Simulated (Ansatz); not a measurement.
**NbZn3: stress in a strained cell**

Aim: deform NbZn3 (equal xx and yy strain of -2 %) and compute stress, forces and field gradients with LAPW, PAW and all-electron datasets made for the crystal.

Method: DFT PBEsol, scalar-relativistic, in Ansatz 0.2.0.

## Step 1: The structure to begin with

It takes space group Pm-3m (No. 221, cubic). The conventional cell has a = 3.934 Å, b = 3.934 Å, c = 3.934 Å, α = 90.00°, β = 90.00°, γ = 90.00°. Around Nb (site symmetry m-3m) lie 12 Zn at 2.78 Å. Zn (site symmetry 4/mmm) is surrounded by 4 Nb at 2.78 Å and 8 Zn at 2.78 Å.

Structure file:

```
Nb Zn
1.0
     3.93400    0.00000    0.00000
     0.00000    3.93400    0.00000
     0.00000    0.00000    3.93400
Nb Zn
1 3
Cartesian
  0.0000 0.0000 0.0000
  0.0000 1.9670 1.9670
  1.9670 0.0000 1.9670
  1.9670 1.9670 0.0000
```

Atoms are numbered in the order of the input: Nb1, Zn2, Zn3, Zn4.

## Step 2: The deformed structure

Space group Pm-3m before, P4/mmm after.

## Step 3: All-electron LAPW

The input, input.yaml:

```yaml
crystal:
  lattice:
    - [3.85532, 0.0, 0.0]
    - [0.0, 3.85532, 0.0]
    - [0.0, 0.0, 3.934]
  atoms:
    - { symbol: Nb, position: [0.0, 0.0, 0.0] }
    - { symbol: Zn, position: [0.0, 0.5, 0.5] }
    - { symbol: Zn, position: [0.5, 0.0, 0.5] }
    - { symbol: Zn, position: [0.5, 0.5, 0.0] }
kpoints:
  mp_grid: { grid: [10, 10, 10] }
  band_path:
    path:
      - [0.0, 0.0, 0.0]
      - [0.0, 0.5, 0.0]
      - [0.5, 0.5, 0.0]
      - [0.0, 0.0, 0.0]
      - [0.0, 0.0, 0.5]
      - [0.0, 0.5, 0.5]
      - [0.5, 0.5, 0.5]
      - [0.0, 0.0, 0.5]
      - [0.0, 0.5, 0.0]
    npoints: 5
scf:
  occupations: { method: fermi_dirac, width: 0.05 }
hamiltonian:
  xc: pbesol
  pseudopotentials: { kind: all_electron, lapw: { basis_error: 0.001 } }
output:
  forces: true
  stress: true
  eigenvalues: true
```

Started as:

```console
$ ansatz run input.yaml --threads 1 --pin off --max-ram 4096MiB --backend cpu --events-out ev --progress --plain --runs-dir out
```

## Step 4: Frozen-core PAW

The input, input.yaml:

```yaml
crystal:
  lattice:
    - [3.85532, 0.0, 0.0]
    - [0.0, 3.85532, 0.0]
    - [0.0, 0.0, 3.934]
  atoms:
    - { symbol: Nb, position: [0.0, 0.0, 0.0] }
    - { symbol: Zn, position: [0.0, 0.5, 0.5] }
    - { symbol: Zn, position: [0.5, 0.0, 0.5] }
    - { symbol: Zn, position: [0.5, 0.5, 0.0] }
kpoints:
  mp_grid: { grid: [10, 10, 10] }
scf:
  occupations: { method: fermi_dirac, width: 0.05 }
hamiltonian:
  xc: pbesol
  pseudopotentials: { kind: paw }
output:
  forces: true
  stress: true
  eigenvalues: true
  efg: { contact_densities: true }
  write_density: true
  write_potential: true
  elf: true
  volumetric_format: npy
```

## Step 5: All-electron PAW on datasets made for the crystal

input.yaml: that of step 4 with these lines changed.

```diff
@@ -16,3 +16,3 @@
   xc: pbesol
-  pseudopotentials: { kind: paw }
+  pseudopotentials: { kind: all_electron, datasets: crystal }
 output:
@@ -22,5 +22 @@
   efg: { contact_densities: true }
-  write_density: true
-  write_potential: true
-  elf: true
-  volumetric_format: npy
```

(Steps that only read results are left out.)

Q: Predict the outcome of this session. Wanted: pressure; largest shear or deviatoric stress.

The runs gave:

```
                                 quantity                                              value
                                 pressure  LAPW -0.36, PAW -0.37, crystal datasets -0.35 GPa
largest shear or deviatoric stress (LAPW)                                           1.65 GPa
```

The largest part of the stress beyond the pressure is 1.65 GPa in size, in the zz component; the atoms are carried along and not relaxed. No run of the undeformed cell stands beside it, so pressure and stress hold what the given cell had before the change, as far as its symmetry allows. PAW: stress within 0.02 GPa of LAPW. Crystal datasets: stress within 0.01 GPa of LAPW.
